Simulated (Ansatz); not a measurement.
# BrH5NSi: the cost of one run

The runs use Ansatz 0.2.0, Gaussian basis; PBE0-D4/def2-SVPD.

## (1) The starting structure

The start, a pair relaxed at PBE0-D4: 8 atoms, charge -1, spin multiplicity 1.

Atoms are counted from 1 here; the program's logs count them from 0.

Bond lengths: Si2–N3 1.705 Å, Si2–H4 1.489 Å, Si2–H5 1.499 Å, Si2–H6 1.500 Å, N3–H7 1.009 Å, N3–H8 1.033 Å. Angles: N3–Si2–H4 110.3°, N3–Si2–H5 108.5°, N3–Si2–H6 118.3°, H4–Si2–H5 107.9°, H4–Si2–H6 106.3°, H5–Si2–H6 105.0°, Si2–N3–H7 117.4°, Si2–N3–H8 116.9°, H7–N3–H8 108.8°.

Geometry (Å):

```xyz
8
BrH5NSi
Br   -0.9104   -1.5992   -2.9095
Si    0.3776    0.0152    0.9500
N    -0.0774    0.6843   -0.5503
H     1.6370   -0.7662    0.8069
H     0.6366    1.1348    1.9118
H    -0.5973   -0.8827    1.6534
H    -0.7959    1.3928   -0.5437
H    -0.2700    0.0209   -1.3187
```

## (2) Dynamics

File md/in.yaml:

```yaml
crystal:
  periodic: [false, false, false]
  atoms:
    - {symbol: Br, position_ang: [-0.910410, -1.599216, -2.909541]}
    - {symbol: Si, position_ang: [0.377561, 0.015232, 0.949998]}
    - {symbol: N, position_ang: [-0.077425, 0.684256, -0.550309]}
    - {symbol: H, position_ang: [1.636955, -0.766163, 0.806899]}
    - {symbol: H, position_ang: [0.636551, 1.134821, 1.911834]}
    - {symbol: H, position_ang: [-0.597282, -0.882724, 1.653431]}
    - {symbol: H, position_ang: [-0.795933, 1.392839, -0.543673]}
    - {symbol: H, position_ang: [-0.270017, 0.020854, -1.318740]}
basis:
  gaussian: {orbitals: def2-SVPD}
total_charge: -1
hamiltonian: {xc: pbe0, dispersion: d4}
md: {n_steps: 80, timestep: 1.0, temperature: 500, ensemble: nvt_nose_hoover, seed: 499, initial_velocities: maxwell_boltzmann}
```

Command:

```sh
ansatz run in.yaml --threads 4 --pin off --events-out ev --progress --plain --max-ram 9574MiB
```

**Question.** How long does this run take on 4 threads of Intel Xeon Platinum 8259CL at 2.50GHz, shared host?

About 3.3 min.
